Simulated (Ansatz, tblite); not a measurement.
# The cluster Si2O4: one state, many levels

How do method and basis change the picture of the cluster Si2O4 (singlet)?

The runs use Ansatz 0.2.0, Gaussian basis; as each input shows.

Levels to be run: GFN1-xTB, GFN2-xTB, PBE-D4/def2-TZVP, r2SCAN-D4/def2-TZVP, B2PLYP/def2-TZVP, BLYP-D4/def2-TZVP, ωB97X-V/def2-TZVP, BHLYP-D4/def2-TZVP, B97M-V/def2-TZVP, LDA/def2-TZVP, revPBE-D4/def2-TZVP, PBE-D4/def2-SVP, PBE0-D4/def2-SVP, HF/STO-3G, HF/6-31G, B3LYP-D4/6-31G, PBE0-D4/def2-TZVPD, PBE-D4/def2-TZVPD, r2SCAN-D4/def2-TZVPD, CCSD(T)/def2-TZVPP, MP2/def2-TZVP, RPA/def2-TZVP.

## 1. The relaxed structure

The singlet was relaxed beforehand with PBE0-D4/def2-SVP. At that level it is the lowest of the isomers that a small search found.

6 atoms, charge 0, spin multiplicity 1.

Bond lengths: Si1–O3 1.682 Å, Si1–O4 1.682 Å, Si1–O6 1.512 Å, Si2–O3 1.682 Å, Si2–O4 1.682 Å, Si2–O5 1.512 Å. Angles: O3–Si1–O4 89.1°, O3–Si1–O6 135.5°, O4–Si1–O6 135.5°, O3–Si2–O4 89.1°, O3–Si2–O5 135.5°, O4–Si2–O5 135.5°, Si1–O3–Si2 90.9°, Si1–O4–Si2 90.9°.

As a file:

```xyz
6

Si    0.1243   -1.1864    0.1195
Si   -0.1243    1.1864   -0.1195
O    -0.5433   -0.1611   -1.0344
O     0.5433    0.1611    1.0344
O    -0.2811    2.6830   -0.2703
O     0.2811   -2.6830    0.2702
```

PBE0-D4/def2-TZVP was run before; its log isn't repeated, and its numbers join the tables.

## 2. GFN1-xTB

Tight binding, by tblite at 300 K electronic temperature and without a spin-polarisation term:

```python
tblite.interface.Calculator('GFN1-xTB', numbers, positions, charge=0, uhf=0).singlepoint()
```

Energy -620.1653 eV, HOMO -13.72 eV, LUMO -9.01 eV; 0.004 s.

## 3. GFN2-xTB

Tight binding, by tblite at 300 K electronic temperature and without a spin-polarisation term:

```python
tblite.interface.Calculator('GFN2-xTB', numbers, positions, charge=0, uhf=0).singlepoint()
```

Energy -542.7159 eV, HOMO -13.39 eV, LUMO -7.55 eV; 0.004 s.

## 4. PBE-D4/def2-TZVP

start.molden holds the orbitals of an earlier run on this state, given as this run's starting guess.

The input, in.yaml:

```yaml
crystal:
  periodic: [false, false, false]
  atoms:
    - {symbol: Si, position_ang: [0.124315, -1.186426, 0.119520]}
    - {symbol: Si, position_ang: [-0.124310, 1.186434, -0.119485]}
    - {symbol: O, position_ang: [-0.543343, -0.161112, -1.034370]}
    - {symbol: O, position_ang: [0.543330, 0.161120, 1.034418]}
    - {symbol: O, position_ang: [-0.281122, 2.683022, -0.270268]}
    - {symbol: O, position_ang: [0.281110, -2.683027, 0.270194]}
basis:
  gaussian: {orbitals: def2-TZVP, initial_orbitals: start.molden}
hamiltonian: {xc: pbe, dispersion: d4}
scf: {omitted_lower_state_checks: [starts]}
output: {orbitals: {seedname: orbitals}}
```

Started as:

```bash
ansatz run in.yaml --threads 2 --pin off --events-out ev --progress --plain --max-ram 4352MiB
```

Further steps of the session: r2SCAN-D4/def2-TZVP; B2PLYP/def2-TZVP; BLYP-D4/def2-TZVP; ωB97X-V/def2-TZVP; BHLYP-D4/def2-TZVP; B97M-V/def2-TZVP; LDA/def2-TZVP; revPBE-D4/def2-TZVP; PBE-D4/def2-SVP; PBE0-D4/def2-SVP; HF/STO-3G; HF/6-31G; B3LYP-D4/6-31G; PBE0-D4/def2-TZVPD; PBE-D4/def2-TZVPD; r2SCAN-D4/def2-TZVPD; CCSD(T)/def2-TZVPP; MP2/def2-TZVP; RPA/def2-TZVP.

Q: Predict the results of all the runs planned. Wanted: gap in def2-TZVP, named functionals, smallest and largest; correlation energy, CCSD(T)/def2-TZVPP; correlation energy, MP2/def2-TZVP; binding an atom, CCSD(T)/def2-TZVPP; PBE0 total energy, smallest basis above largest.

As calculated:

| quantity | value |
| --- | --- |
| gap in def2-TZVP, named functionals, smallest and largest | 3.83 eV (BLYP-D4), 10.96 eV (ωB97X-V) |
| correlation energy, CCSD(T)/def2-TZVPP | -32.27 eV |
| correlation energy, MP2/def2-TZVP | -31.17 eV |
| binding an atom, CCSD(T)/def2-TZVPP | 4.805 eV |
| PBE0 total energy, smallest basis above largest | 16.72 eV (def2-SVP, def2-TZVPD) |

**Reading.** Over the named functionals in def2-TZVP the gap runs from 3.83 eV (BLYP-D4) to 10.96 eV (ωB97X-V); exact exchange widens it. A small miss in a minimal or small basis is a cancelling of errors, not accuracy. The functionals in def2-TZVP miss CCSD(T)/def2-TZVPP by -0.242 (BHLYP-D4) to +1.158 eV (LDA) an atom. The reference is CCSD(T) in one finite basis, so it carries an error of its own, often a tenth of an eV or more, and near misses can't be ranked.
